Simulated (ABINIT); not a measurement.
Write the native input for ABINIT 10.8.3 (patched build) that does the following.

```yaml
Task: single point
Functional: PBE
Potentials_or_basis: JTH PAW PBE v2.0
Cutoff: 626 eV
k_mesh: 8 × 8 × 8
Occupations: fermi-dirac, width 0.05 eV
Spin: no spin polarisation
Fine-grid_cutoff: 1224.51 eV
```

GaF:

```
Ga F
1.0
     3.16592    0.00000    0.00000
     0.00000    3.16592    0.00000
     0.00000    0.00000    3.16592
Ga F
1 1
Cartesian
  -0.0040 0.0182 0.0024
  1.5286 1.5399 1.5658
```

The cell was built by a generator and needn't be a form met in nature.

The cell isn't the ideal one: atoms moved at random, drawn with an rms of 0.05 Å.

One way to write it, as run:

run.abi

```
pp_dirpath "./"
pseudos "Ga.GGA_PBE-JTH.xml, F.GGA_PBE-JTH.xml"

acell 3*1.0 Angstrom
rprim
     3.1659200000     0.0000000000     0.0000000000
     0.0000000000     3.1659200000     0.0000000000
     0.0000000000     0.0000000000     3.1659200000
ntypat 2
znucl 31 9
natom 2
typat 1 2
xred
    -0.0012680000     0.0057530000     0.0007720000
     0.4828380000     0.4864110000     0.4945930000
chkprim 0
chksymtnons 0
tolsym 1.0e-6

ecut 23.0
pawecutdg 45.0
pawxcdev 0

kptopt 1
ngkpt 8 8 8
nshiftk 1
shiftk 0.0 0.0 0.0

ixc 11

nband 14
occopt 3
tsmear 0.05 eV

nstep 100
tolvrs 1.0e-9

iomode 3
prtwf 0
prtden 0
prteig 0
prtebands 0
enunit 1
```

Potentials or basis: JTH PAW PBE v2.0.

Run with:

```bash
$ abinit run.abi > log 2>&1
```

Results of the run:

The pressure is -0.1 GPa and the largest force is 0.083 eV/Å. The band gap on the k mesh is 0.34 eV, indirect (least direct gap 1.14 eV). The valence electrons inside the program's atomic spheres are Ga 10.90; F 5.60.

It took 100 s on 1 thread of Arm Neoverse V1 (shared host), peak memory 0.22 GiB.
